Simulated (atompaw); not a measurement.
# Pseudopotential generation for Ga: PAW (atompaw), PBE

Do these settings give a usable potential? It is generated, then checked for scattering, ghosts and hardness.

The numbers are computed with atompaw 4.2.0.5 (PBE, scalar-relativistic, spin-unpolarised reference atom).

## Step 1: The design

The settings as typed:

* element: gallium (Ga, Z = 31)
* type: PAW
* frozen core: [Ar] 3d10
* valence charge: 3
* reference configuration: 4s2 4p1
* partial waves: 4s (bound): rc 2.45 bohr; 4s channel at -0.05 Ry: rc 2.45 bohr; 4p (bound): rc 2.45 bohr; 4p channel at 0.25 Ry: rc 2.45 bohr
* local potential: troulliermartins scheme with l = 2 at 0 Ry, radius 2.20 bohr
* core correction: smooth core density matched at 1.95 bohr
* augmentation charge: sinc compensation charge, radius 2.10 bohr; PAW radius 2.45 bohr; waves and projectors: custom rrkj gramschmidtortho

## Step 2: Generation

Contents of Ga.input:

```
Ga 31
GGA-PBE scalarrelativistic loggrid 1500 logderivrange -3 5 201
4 4 3 0 0 0
4 1 1
0 0 0
c
c
c
v
c
c
v
c
1
2.45 2.10 2.20 1.95
y
-0.05
n
y
0.25
n
custom rrkj gramschmidtortho sinc
2 0 troulliermartins
2.45
2.45
2.45
2.45
PWSCFOUT
UPFDX 0.0125d0 UPFXMIN -7.d0 UPFZMESH 31.d0
END
```

On the command line:

```sh
atompaw < Ga.input > Ga.log
```

The output, the file Ga (summary file):

```text
 Completed calculations for Ga (AE)

 Exchange-correlation type: GGA, Perdew-Burke-Ernzerhof

 Radial integration grid is logarithmic 
 r0 =   2.7104631E-04 h =   8.4024356E-03   n =      1500 rmax =   8.0000000E+01

 Scalar relativistic calculation

 AEatom converged in  44 iterations
   nz     =  31.00
   delta  =       1.467274956419E-15

 All Electron Orbital energies:         
  n  l      occupancy      energy
  1  0      2.0000000E+00 -7.5188853E+02
  2  0      2.0000000E+00 -9.2779179E+01
  3  0      2.0000000E+00 -1.0887057E+01
  4  0      2.0000000E+00 -6.5771896E-01
  2  1      6.0000000E+00 -8.0762989E+01
  3  1      6.0000000E+00 -7.2660233E+00
  4  1      1.0000000E+00 -1.8956760E-01
  3  2      1.0000000E+01 -1.4078300E+00

 Total energy
   Total                    :    -3887.87566036111320

 ---
 Completed calculations for Ga (SC)

 Exchange-correlation type: GGA, Perdew-Burke-Ernzerhof

 Radial integration grid is logarithmic 
 r0 =   2.7104631E-04 h =   8.4024356E-03   n =      1500 rmax =   8.0000000E+01

 Scalar relativistic calculation

 SCatom converged in   4 iterations
   nz     =  31.00
   delta  =       5.222607281050E-17

 Valence Electron Orbital energies:         
  n  l      occupancy      energy
   4  0      2.0000000E+00 -6.5771896E-01
   4  1      1.0000000E+00 -1.8956760E-01

 Total energy
   Total                    :    -3887.87566036633825
   Valence                  :     -153.26059149993668

 PAW parameters: 
       lmax =            1
         rc =    2.4677625121487390     
        irc =         1086
   rc_shape =    2.1035924779052819     
    rc_vloc =    2.2123770706527006     
    rc_core =    1.9503611199597854     
   Vloc: Norm-conserving Troullier-Martins with l= 2;e=   0.0000E+00
   Projector type: RRKJ pseudization + Gram-Schmidt ortho.
   Sinc^2 compensation charge shape zeroed at   2.1036E+00

 Number of basis functions     4
 No.   n  nodes  l      Energy         Cp coeff         Occ
  1    4    3    0   -0.6577190E+00  0.1000000E+01  0.2000000E+01
  2  999    4    0   -0.5000000E-01 -0.1220466E-01  0.0000000E+00
  3    4    2    1   -0.1895676E+00  0.1000000E+01  0.1000000E+01
  4  999    3    1    0.2500000E+00 -0.3252069E+00  0.0000000E+00

 Eigenvalues of overlap operator (in the basis of projectors):
    1        4.98836782E-02
    2        9.46722508E-01
    3        2.25587662E+00
    4        4.26732778E+02

 Orbital leakage outside PAW augmentation regions
   orb  is_core?  %out_of_sphere
   1 0    T          -0.00
   2 0    T           0.00
   3 0    T           0.00
   4 0    F          38.23
   2 1    T           0.00
   3 1    T           0.01
   4 1    F          70.05
   3 2    T           0.75

 Summary of PAW energies
   Total valence energy     :   -153.26059544562850
   Smooth energy            :      0.83406255166763
   One center               :   -154.09465799729614
   Smooth kinetic           :      1.70414633988665
   Vloc energy              :     -1.25255906773268
   Smooth exch-corr         :     -3.76237690433421
   One-center xc            :   -147.17326458232100
```

It took 5.4 s on 1 thread of Intel Xeon 6975P-C, shared host.

All-electron and pseudo partial waves u(r) = r·R(r), from the program's wave files:

```csv
r (bohr),4p AE,4p PS,4s AE,4s PS
0.094,0.1183,0.0030,0.1145,0.0721
0.188,0.0647,0.0118,0.1564,0.1434
0.283,-0.0693,0.0265,-0.0584,0.2138
0.377,-0.1675,0.0463,-0.2423,0.2811
0.471,-0.2056,0.0707,-0.3136,0.3454
0.565,-0.1936,0.0990,-0.2856,0.4060
0.660,-0.1485,0.1310,-0.1935,0.4629
0.754,-0.0859,0.1650,-0.0716,0.5144
0.848,-0.0157,0.2005,0.0589,0.5609
0.942,0.0556,0.2368,0.1851,0.6021
1.037,0.1252,0.2733,0.3009,0.6381
1.131,0.1893,0.3087,0.4005,0.6682
1.225,0.2478,0.3426,0.4844,0.6928
1.319,0.3003,0.3746,0.5528,0.7120
1.413,0.3468,0.4043,0.6069,0.7261
1.508,0.3880,0.4316,0.6484,0.7354
1.602,0.4234,0.4558,0.6781,0.7400
1.696,0.4536,0.4771,0.6978,0.7405
1.790,0.4793,0.4957,0.7089,0.7372
1.885,0.5009,0.5118,0.7129,0.7305
1.979,0.5184,0.5251,0.7106,0.7208
2.073,0.5324,0.5361,0.7032,0.7085
2.167,0.5432,0.5449,0.6916,0.6939
2.262,0.5512,0.5517,0.6764,0.6772
2.356,0.5564,0.5565,0.6586,0.6587
2.450,0.5594,0.5594,0.6387,0.6387
```

## Step 3: Logarithmic derivatives

Taken from the files of the generation run. The phase is arctan(r·u′/u) with u = r·R, unwrapped, with energies in Ry. A pole is an energy at which the radial function vanishes at the test radius. The pseudo phase is shifted by a multiple of π to meet the all-electron one at the reference energy. Levels narrower than the energy grid can be missing from the poles. The last column is the largest difference on the grid between −1 and +1 Ry.

| channel | radius (bohr) | reference (Ry) | poles AE | poles PS | window around the reference with phases within 0.05 rad (Ry) | largest difference near zero (rad) |
| --- | --- | --- | --- | --- | --- | --- |
| s | 2.47 | -0.66 | 0.73 | 0.73 | below 3.8 | 0.000 |
| p | 2.47 | -0.19 | 1.90 | 1.90 | the whole range | 0.000 |

Phases (rad) along the scan:

```csv
E (Ry),s AE,s PS,p AE,p PS
-3.00,1.272,1.272,1.308,1.308
-2.52,1.222,1.222,1.277,1.277
-2.04,1.135,1.136,1.232,1.232
-1.56,0.954,0.954,1.163,1.163
-1.08,0.391,0.391,1.036,1.036
-0.60,-0.833,-0.833,0.742,0.742
-0.12,-1.324,-1.324,-0.099,-0.099
0.36,-1.496,-1.496,-1.006,-1.006
0.84,-1.588,-1.588,-1.333,-1.333
1.32,-1.652,-1.652,-1.475,-1.475
1.80,-1.709,-1.708,-1.558,-1.558
2.28,-1.769,-1.768,-1.617,-1.617
2.76,-1.846,-1.842,-1.669,-1.669
3.24,-1.964,-1.953,-1.722,-1.721
3.72,-2.191,-2.156,-1.784,-1.783
4.20,-2.751,-2.623,-1.873,-1.869
4.68,-3.693,-3.507,-2.026,-2.015
```

## Step 4: Cutoff and ghost test in a Bessel basis

A separate test, outside the generator: the pseudo-atom's Hamiltonian at the reference potential is diagonalised in spherical Bessel functions j_l(qr) that vanish at 20 bohr, with q² up to the cutoff.

All-electron valence levels (Ry): 4s -0.6577, 4p -0.1896. The lowest levels of each channel (Ry) by cutoff; the last column sums, over occupied levels, occupation times the distance from the level at 400 Ry. A positive value at high cutoff is not a bound level.

```csv
cutoff (Ry),s #1,s #2,p #1,d #1,f #1,Σ f·Δε (mRy)
6,-0.6574,-0.0281,-0.1875,0.0485,0.1018,2.7
8,-0.6577,-0.0281,-0.1888,0.0485,0.1018,0.9
10,-0.6577,-0.0281,-0.1893,0.0485,0.1018,0.3
12,-0.6577,-0.0281,-0.1895,0.0485,0.1018,0.1
400,-8.3226,-0.6577,-0.1896,0.0482,0.1018,0.0
```

The sum stays within 10 mRy from 6 Ry or less and within 1 mRy from 8 Ry. The sum leaves out empty levels, which can need more. Ghost test: ghost state, bound below the all-electron valence or empty levels of the same l: s at -113.2 eV.

## Step 5: Results

| quantity | value |
| --- | --- |
| cutoffs for 10 and 1 mRy, occupied levels | 6 Ry or less and 8 Ry |
| bound ghosts | s at -113.23 eV |
| largest phase difference near zero energy, channels read | 0.000 rad |
| lowest eigenvalue of the overlap (Bessel basis) | 0.048 (s) |
| share of valence orbitals outside the PAW sphere | 4s 38 %, 4p 70 % |
| UPF file | written |

**Reading.** It has a bound ghost (s), a state that the atom doesn't have, and that rules the file out. It counts as soft on the atom, with 6 Ry or less needed at the looser tolerance. The slowest occupied level is 4p: taken alone it needs 8 Ry to come within 1 mRy, against 6 Ry or less for 4s. Near zero energy the phases of the channels with partial waves agree within 0.001 rad. These are tests on the free atom; a crystal test is still owed.
